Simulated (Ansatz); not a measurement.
From input file to script: ZrNbN₂, space group R-3m in Ansatz 0.2.0.

```yaml
crystal:
  lattice:
    - [1.611601, 0.930458, 5.172703]
    - [-1.611601, 0.930458, 5.172703]
    - [0.0, -1.860917, 5.172703]
  atoms:
    - { symbol: Zr, position: [0.5, 0.5, 0.5] }
    - { symbol: Nb, position: [0.0, 0.0, 0.0] }
    - { symbol: "N", position: [0.749217, 0.7492169999999999, 0.749217] }
    - { symbol: "N", position: [0.250783, 0.250783, 0.250783] }
basis:
  ecutwfc: 420.0
kpoints:
  mp_grid:
    grid: [8, 8, 8]
    shift: [0.0, 0.0, 0.0]
  band_path:
    path:
      - [0.5, -0.18824, 0.18824]
      - [0.5, 0.0, 0.0]
      - [0.0, 0.0, 0.0]
      - [0.34412, -0.34412, 0.0]
    npoints: 8
hamiltonian:
  xc: pbesol
  pseudopotentials:
    kind: paw
scf:
  n_extra_bands: 8
  occupations:
    method: cold
    width: 0.15
```

The script, `bands_zrnbn2.py`:
```python
"""Bands of ZrNbN2 along a path through the zone."""

import ansatz as az
from ase import Atoms
import numpy as np

atoms = Atoms(
    ["Zr", "Nb", "N", "N"],
    scaled_positions=[
        [0.5, 0.5, 0.5],
        [0.0, 0.0, 0.0],
        [0.749217, 0.749217, 0.749217],
        [0.250783, 0.250783, 0.250783],
    ],
    cell=[
        [1.611601, 0.930458, 5.172703],
        [-1.611601, 0.930458, 5.172703],
        [0.0, -1.860917, 5.172703],
    ],
    pbc=True,
)
cell = az.Crystal.from_ase(atoms)

# vertices of the path, as fractions of the reciprocal vectors
path = [
    ("H_0", (0.5, -0.18824, 0.18824)),
    ("L", (0.5, 0.0, 0.0)),
    ("G", (0.0, 0.0, 0.0)),
    ("S_0", (0.34412, -0.34412, 0.0)),
]
job = cell.calculation()
job = job.basis(420).kpoints(mesh=(8, 8, 8), center="gamma")
job = job.functional(az.Functional.PBESOL).pseudopotentials("paw")
job = job.occupations("cold", width=0.15).band_structure([point for _, point in path], intervals=8)
job = job.scf(extra_bands=8)
res = job.run(threads=1)
data = res.report

energy = data["free_energy_ev"]
print("ZrNbN2: {:.6f} eV = {:.6f} Ry = {:.6f} Ha".format(energy, energy / 13.605693, energy / 27.211386))
print("Fermi level {:.4f} eV, {} k-points, {} symmetry operations".format(data["fermi_energy_ev"], data["n_kpoints"], data["n_symmetry_ops"]))

bands = res.band_structure()
fermi = bands.fermi_energy_ev
print(f"zero of the bands: {fermi:.3f} eV, the Fermi level found on the SCF mesh")
for spin, channel in enumerate(bands.channels):
    print("channel", spin, "- computed levels within 8 eV of the Fermi level")
    for i, (label, _) in enumerate(path):
        levels = channel.eigenvalues_ev[i * 8] - fermi
        print(f"  {label:3s}", " ".join(f"{e:7.3f}" for e in levels if abs(e) < 8))
```

`python bands_zrnbn2.py` gives:
```text
ZrNbN2: -9387.196926 eV = -689.946255 Ry = -344.973127 Ha
Fermi level 18.3383 eV, 65 k-points, 12 symmetry operations
zero of the bands: 18.338 eV, the Fermi level found on the SCF mesh
channel 0 - computed levels within 8 eV of the Fermi level
  H_0  -6.675  -6.605  -5.538  -5.349  -5.311  -5.286  -0.480  -0.276   1.207   2.397   2.970   3.032   4.220   4.226   5.919   6.057
  L    -6.618  -6.542  -5.579  -5.447  -5.187  -5.033  -1.395  -0.674   1.820   1.972   3.385   3.594   4.053   4.467   5.418   5.640
  G    -6.300  -6.300  -2.925  -2.925  -2.838  -1.335  -1.335  -1.060   0.640   0.640   2.424   2.424   2.512   2.834   4.447
  S_0  -6.769  -6.537  -5.538  -5.423  -5.284  -5.242  -0.531   0.456   0.617   2.491   2.588   3.223   3.977   4.259   6.026   6.074
```

Total energies depend on the potentials; only differences at equal settings carry meaning. A total without «per atom» is that of the cell as typed. Spin is left out of this run. The computed bands are complete only to about 4.4 eV above the Fermi level. For a metal this k-point mesh is coarse: on a finer one energies can move by several to tens of meV an atom and pressures by half a GPa or more, differences at one mesh by less. Only differences from the Fermi energy are physical; the zero of the scale is a convention. The structure comes from a database of computed cells and needn't be a stable or known phase. Levels are Kohn-Sham eigenvalues on this mesh, without spin-orbit coupling. Finished in 3.8 s on 1 thread of Arm Neoverse V2 (shared host), peak memory 0.43 GiB.

(Lines on the test bed's own set-up are left out of the output.)
